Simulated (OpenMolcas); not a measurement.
# CH3In (SMILES C[In]), step by step, part 3 of 3

OpenMolcas 26.06.

**6. An energy scan at MC-PDFT[tPBE](2,2)/ANO-R1 (sfX2C, RICD fitting) (run 5)**

Input file step5.inp:

```
* CH3In MC-PDFT
>>> COPY $CurrDir/step2.RasOrb $Project.RasOrb
>>> ForEach K in (1, 2, 3, 4, 5, 6, 7, 8, 9)

&gateway
 coord=$CurrDir/point$K.xyz
 basis=ANO-R1
 group=NoSym
 ricd

&seward

&rasscf
 fileorb=$Project.RasOrb
 spin=1
 nactel=2 0 0
 inactive=28
 ras2=2
 orblisting=Nothing
 orbappear=Compact

&mcpdft
 ksdft=T:PBE
>>> EndDo
```

The run is started by

```bash
$ export MOLCAS_MEM=1860
$ pymolcas step5.inp > step5.log
```

What it wrote:

```text
--- Start Module: gateway ---

                                              &GATEWAY

                       available to each process: 1.9 GB of memory, 1 thread

++    Symmetry information:
      ---------------------

                    Character Table for C1

                             E
                    a        1  x, y, xy, Rz, z, xz, Ry, yz, Rx, I
--

++    Basis set information:
      ----------------------

      Basis set label: C.ANO-R...3S2P1D.

      Electronic valence basis set:
      ------------------
      Associated Effective Charge   6.000000 au
      Associated Actual Charge      6.000000 au
      Nuclear Model: Finite nucleus - Gaussian distribution
        Gaussian exponent, Xi/bohr**(-2):  6.80775E+08

      Shell  nPrim  nBasis  Cartesian Spherical Contaminant
         s      12       3        X
         p       7       2        X
         d       3       1                 X

      Basis set label: IN.ANO-R...6S5P3D1F.

      Electronic valence basis set:
      ------------------
      Associated Effective Charge  49.000000 au
      Associated Actual Charge     49.000000 au
      Nuclear Model: Finite nucleus - Gaussian distribution
        Gaussian exponent, Xi/bohr**(-2):  1.95486E+08

      Shell  nPrim  nBasis  Cartesian Spherical Contaminant
         s      23       6        X
         p      18       5        X
         d      12       3                 X
         f       6       1                 X

      Basis set label: H.ANO-R...2S1P.

      Electronic valence basis set:
      ------------------
      Associated Effective Charge   1.000000 au
      Associated Actual Charge      1.000000 au
      Nuclear Model: Finite nucleus - Gaussian distribution
        Gaussian exponent, Xi/bohr**(-2):  2.12482E+09

      Shell  nPrim  nBasis  Cartesian Spherical Contaminant
         s       7       2        X
         p       4       1        X
--

++    Molecular structure info:
      -------------------------

                    ************************************************
                    **** Cartesian Coordinates / bohr, angstrom ****
                    ************************************************

     Center  Label                x              y              z                     x              y              z
        1      C1              -0.495138       0.116615       0.008897             -0.262016       0.061710       0.004708
        2      IN2              3.200259      -1.362304       1.435999              1.693504      -0.720900       0.759898
        3      H3              -1.838628      -0.077328       1.285297             -0.972960      -0.040920       0.680150
        4      H4              -1.099454      -0.891894      -1.695976             -0.581806      -0.471970      -0.897472
        5      H5              -0.366051       2.128455      -0.465103             -0.193706       1.126330      -0.246122

                    ***************************************
                    *    InterNuclear Distances / bohr    *
                    ***************************************

               1 C1            2 IN2           3 H3            4 H4            5 H5
    1 C1       0.000000
    2 IN2      4.228449        0.000000
    3 H3       1.863270        5.202332        0.000000
    4 H4       2.070961        5.340233        3.177717        0.000000
    5 H5       2.070952        5.340239        3.177713        3.342968        0.000000

                    *******************************************
                    *    InterNuclear Distances / angstrom    *
                    *******************************************

               1 C1            2 IN2           3 H3            4 H4            5 H5
    1 C1       0.000000
    2 IN2      2.237599        0.000000
    3 H3       0.986000        2.752955        0.000000
    4 H4       1.095905        2.825929        1.681576        0.000000
    5 H5       1.095900        2.825933        1.681573        1.769023        0.000000

                    **************************************
                    *    Valence Bond Angles / degree    *
                    **************************************
                          Atom centers                 Phi
                      3 H3       1 C1       4 H4       107.63
                      3 H3       1 C1       5 H5       107.63
                      4 H4       1 C1       5 H5       107.63
--

            Nuclear Potential Energy            107.24222923 au

--- Stop Module: gateway /rc=_RC_ALL_IS_WELL_ ---
--- Module gateway spent 5 seconds ---

--- Start Module: seward ---

                                              &SEWARD

                       available to each process: 1.9 GB of memory, 1 thread

               SEWARD will generate:
                  Multipole Moment integrals up to order  2
                  Kinetic Energy integrals
                  Nuclear Attraction integrals (finite nuclei - Gaussian type)
                  One-Electron Hamiltonian integrals
                  Velocity integrals
                  Relativistic X2C integrals
                  Orbital angular momentum around (  2.7589  -1.1850   1.2640 )
                  Velocity quadrupole around (  2.7589  -1.1850   1.2640 )
                  Atomic mean-field integrals
                  RI decomposed two-electron repulsion integrals stored Cholesky style
                   - acCD auxiliary basis
                   - CD Threshold:   1.00E-04

                   Integrals are discarded if absolute value <: 1.00E-14
                   Integral cutoff threshold is set to       <: 1.00E-16

[... 110 lines left out ...]
      Convergence after 12 iterations
[... 12 lines left out ...]
      conf/sym  11     Coeff  Weight
[... 14 lines left out ...]
      RASSCF energy for state  1                  -5917.94832574
[... 42 lines left out ...]
      Dipole Moment (debye):
[... 126 lines left out ...]
      Wave function energy weight                0.00
[... 236 lines left out ...]
      Nuclear repulsion energy =  106.64445902
[... 90 lines left out ...]
      printout of CI-coefficients larger than  0.05 for root  1
[... 9 lines left out ...]
      *                                                    Final results                                                     *
[... 19 lines left out ...]
::    RASSCF root number  1 Total energy:  -5917.95973898
[... 100 lines left out ...]
      Spin density orbitals for root   1 are written to the SPDORB.1 file
[... 117 lines left out ...]
      Total MCPDFT energy for state   1                                 -5920.43148296
[... 254 lines left out ...]
      Convergence after 12 iterations
[... 12 lines left out ...]
      conf/sym  11     Coeff  Weight
[... 14 lines left out ...]
      RASSCF energy for state  1                  -5917.95584651
[... 42 lines left out ...]
      Dipole Moment (debye):
[... 126 lines left out ...]
      Wave function energy weight                0.00
[... 236 lines left out ...]
      Nuclear repulsion energy =  105.41397877
[... 90 lines left out ...]
      printout of CI-coefficients larger than  0.05 for root  1
[... 9 lines left out ...]
      *                                                    Final results                                                     *
[... 19 lines left out ...]
::    RASSCF root number  1 Total energy:  -5917.93669869
[... 100 lines left out ...]
      Spin density orbitals for root   1 are written to the SPDORB.1 file
[... 117 lines left out ...]
      Total MCPDFT energy for state   1                                 -5920.40646052
[... 252 lines left out ...]
      Convergence after 13 iterations
[... 12 lines left out ...]
      conf/sym  11     Coeff  Weight
[... 14 lines left out ...]
      RASSCF energy for state  1                  -5917.90447096
[... 42 lines left out ...]
      Dipole Moment (debye):
[... 126 lines left out ...]
      Wave function energy weight                0.00
[... 234 lines left out ...]
      Nuclear repulsion energy =  103.75970627
[... 90 lines left out ...]
      printout of CI-coefficients larger than  0.05 for root  1
[... 9 lines left out ...]
      *                                                    Final results                                                     *
[... 19 lines left out ...]
::    RASSCF root number  1 Total energy:  -5917.86820193
[... 100 lines left out ...]
      Spin density orbitals for root   1 are written to the SPDORB.1 file
[... 117 lines left out ...]
      Total MCPDFT energy for state   1                                 -5920.33127803
[... 252 lines left out ...]
      Convergence after 16 iterations
[... 12 lines left out ...]
      conf/sym  11     Coeff  Weight
[... 14 lines left out ...]
      RASSCF energy for state  1                  -5917.83718368
[... 42 lines left out ...]
      Dipole Moment (debye):
[... 126 lines left out ...]
      Wave function energy weight                0.00
[... 234 lines left out ...]
      Nuclear repulsion energy =  101.96220425
[... 90 lines left out ...]
      printout of CI-coefficients larger than  0.05 for root  1
[... 9 lines left out ...]
      *                                                    Final results                                                     *
[... 19 lines left out ...]
::    RASSCF root number  1 Total energy:  -5917.81484960
[... 100 lines left out ...]
      Spin density orbitals for root   1 are written to the SPDORB.1 file
[... 117 lines left out ...]
      Total MCPDFT energy for state   1                                 -5920.26783920
[... 252 lines left out ...]
      Convergence after 14 iterations
[... 12 lines left out ...]
      conf/sym  11     Coeff  Weight
[... 14 lines left out ...]
      RASSCF energy for state  1                  -5917.80392002
[... 42 lines left out ...]
      Dipole Moment (debye):
[... 42 lines left out ...]
      NBO located      0.999 non-bonded electrons on atom IN2
      NBO located      0.999 non-bonded electrons on atom IN2
      NBO located      1.000 non-bonded electrons on atom IN2
      NBO located      1.000 non-bonded electrons on atom IN2
      NBO located      1.000 non-bonded electrons on atom IN2
      NBO located      1.000 non-bonded electrons on atom IN2
      NBO located      1.000 non-bonded electrons on atom IN2
      NBO located      1.000 non-bonded electrons on atom IN2
      NBO located      1.000 non-bonded electrons on atom IN2
      NBO located      1.000 non-bonded electrons on atom IN2
      NBO located      1.000 non-bonded electrons on atom IN2
      NBO located      1.000 non-bonded electrons on atom IN2
      NBO located      1.000 non-bonded electrons on atom IN2
      NBO located      1.000 non-bonded electrons on atom IN2
      NBO located      1.000 non-bonded electrons on atom IN2
      NBO located      1.000 non-bonded electrons on atom IN2
      NBO located      1.000 non-bonded electrons on atom IN2
      NBO located      1.000 non-bonded electrons on atom IN2
      NBO located      1.000 non-bonded electrons on atom IN2
      NBO located      1.000 non-bonded electrons on atom IN2
      NBO located      1.000 non-bonded electrons on atom IN2
      The remaining    4.344 electrons are to be considered as diffuse
--

--

      Average orbitals are written to the RASORB file
      Natural orbitals for root   1 are written to the RASORB.1 file
      Spin density orbitals for root   1 are written to the SPDORB.1 file

--- Stop Module: rasscf /rc=_RC_ALL_IS_WELL_ ---
--- Module rasscf spent 1 second ---

--- Start Module: mcpdft ---

                                              &MCPDFT

                       available to each process: 1.9 GB of memory, 1 thread

 ###############################################################################
 ###    WARNING: Deprecation warning: KSDF should be replaced                ###
 ###    with FUNC keyword                                                    ###
 ###############################################################################

++    Wave function specifications:
      -----------------------------

      Number of closed shell electrons          56
      Number of electrons in active shells       2
      Max number of holes in RAS1 space          0
      Max nr of electrons in RAS3 space          0
      Number of inactive orbitals               28
      Number of active orbitals                  2
      Number of secondary orbitals              42
      Spin quantum number                      0.0
      State symmetry                             1
      Number of CSFs                             3
      Number of RASSCF root(s) available         1
--

++    Orbital specifications:
      -----------------------

      Symmetry species                           1
                                                 a
      Frozen orbitals                            0
      Inactive orbitals                         28
      Active orbitals                            2
      RAS1 orbitals                              0
      RAS2 orbitals                              2
      RAS3 orbitals                              0
      Secondary orbitals                        42
      Deleted orbitals                           0
      Number of basis functions                 72
--

++    MCPDFT specifications:
      ----------------------

      Cholesky decomposition                     On
      Type of calculation                        MC-PDFT
      On-Top Functional                          T:PBE
      Exchange scaling factor                    1.00
      Correlation scaling factor                 1.00
      Wave function energy weight                0.00
--

      Numerical integration parameters
      --------------------------------
      Radial quadrature type:                         MHL
      Size of radial grid:                            75
      Lebedev angular grid:                           29
      Angular grid pruned with the crowding factor:  3.00E+00
                                 and fading factor:  6.00E+00
      Screening threshold for integral computation:   1.00E-11
      Radial quadrature accuracy:                     1.00E-25
      Maximum batch size:                             128
      AO values are stored on disk

++    DFT functional specifications:
      ------------------------------
      Using Libxc version: 6.2.2
      Please cite the following reference:
      S. Lehtola, C. Steigemann, M. J.T. Oliveira, and M. A.L. Marques.,  SoftwareX 7, 1–5 (2018) doi:10.1016/j.softx.2017.11.002

      * Perdew, Burke & Ernzerhof
        - J. P. Perdew, K. Burke, and M. Ernzerhof.,  Phys. Rev. Lett. 77, 3865 (1996) doi:10.1103/PhysRevLett.77.3865
        - J. P. Perdew, K. Burke, and M. Ernzerhof.,  Phys. Rev. Lett. 78, 1396 (1997) doi:10.1103/PhysRevLett.78.1396
      * Perdew, Burke & Ernzerhof
        - J. P. Perdew, K. Burke, and M. Ernzerhof.,  Phys. Rev. Lett. 77, 3865 (1996) doi:10.1103/PhysRevLett.77.3865
        - J. P. Perdew, K. Burke, and M. Ernzerhof.,  Phys. Rev. Lett. 78, 1396 (1997) doi:10.1103/PhysRevLett.78.1396
--
   File JOBOLD not found -- use JOBIPH.
      The MO-coefficients are taken from the file:
      JOBIPH
 Reference MC-SCF energies taken from JOBIPH

++    MC-PDFT RESULTS, STATE 0001
      ---------------------------

      MCSCF reference energy                                            -5917.80392002

      Integrated total density:                                                 58.000
      Integrated alpha density before functional transformation:                29.000
      Integrated  beta density before functional transformation:                29.000
      Integrated alpha density  after functional transformation:                29.948
      Integrated  beta density  after functional transformation:                28.052
      Integrated alpha tau     before functional transformation:                 0.000
      Integrated  beta tau     before functional transformation:                 0.000
      Integrated alpha tau      after functional transformation:                 0.000
      Integrated  beta tau      after functional transformation:                 0.000
      NOTE:
      Densities after transformation are intermediate quantities
      and should not be interpreted as real spin densities

      Exchange energy scaling factor                                          1.000000
      Correlation energy scaling factor                                       1.000000

      Integrated alpha exchange energy                                      -82.598943
      Integrated beta  exchange energy                                      -81.887396
      Integrated  correlation   energy                                       -2.841681

      Nuclear Repulsion energy                                            100.85831814
      CASSCF contribution energy                                        -5752.92596099
      On-top energy                                                      -167.32801966

      Total MCPDFT energy for state   1                                 -5920.25398065
--

::    MCPDFT root number  1 Total energy:  -5920.25398065

--- Stop Module: mcpdft /rc=_RC_ALL_IS_WELL_ ---

>>> END FOREACH

.##################.
.# Happy landing! #.
.##################.

    Timing: Wall=95.15 User=83.82 System=8.54
```

It took 95 s on 1 thread of Intel Xeon 6975P-C (Granite Rapids), shared host; peak memory 0.28 GiB.

The scan, from its lowest point:

| H3–C1 (Å) | energy (kJ/mol) |
| --- | --- |
| 0.986 | 28.2 |
| 1.096 | 0.0 |
| 1.205 | 12.0 |
| 1.370 | 65.7 |
| 1.589 | 157.1 |
| 1.863 | 263.1 |
| 2.192 | 357.5 |
| 2.630 | 429.6 |
| 3.288 | 466.0 |

**7. Results**

This closing draws on all 3 parts.

| quantity | value |
| --- | --- |
| run 1, HF/ANO-R0: total energy | -5917.70344 Eh |
| run 1, HF/ANO-R0: dipole moment | 0.52 D |
| run 1, HF/ANO-R0: HOMO energy | -7.77 eV |
| run 1, HF/ANO-R0: LUMO energy | 1.22 eV |
| run 1, HF/ANO-R0: HOMO–LUMO gap | 9.00 eV |
| run 2, CASSCF(2,2)/ANO-R1: total energy | -5917.95974 Eh |
| run 2, CASSCF(2,2)/ANO-R1: dipole moment (CASSCF density) | 0.41 D |
| run 3, CASPT2(2,2)/ANO-R1: lowest energy of the scan | -5918.49584 Eh |
| run 4, SC-NEVPT2(2,2)/ANO-R1: lowest energy of the scan | -5918.49311 Eh |
| run 5, MC-PDFT[tPBE](2,2)/ANO-R1: lowest energy of the scan | -5920.43148 Eh |

**Reading.** Mulliken charges (run 2, CASSCF(2,2)/ANO-R1) run from -0.60 on C1 to +0.46 on In2.
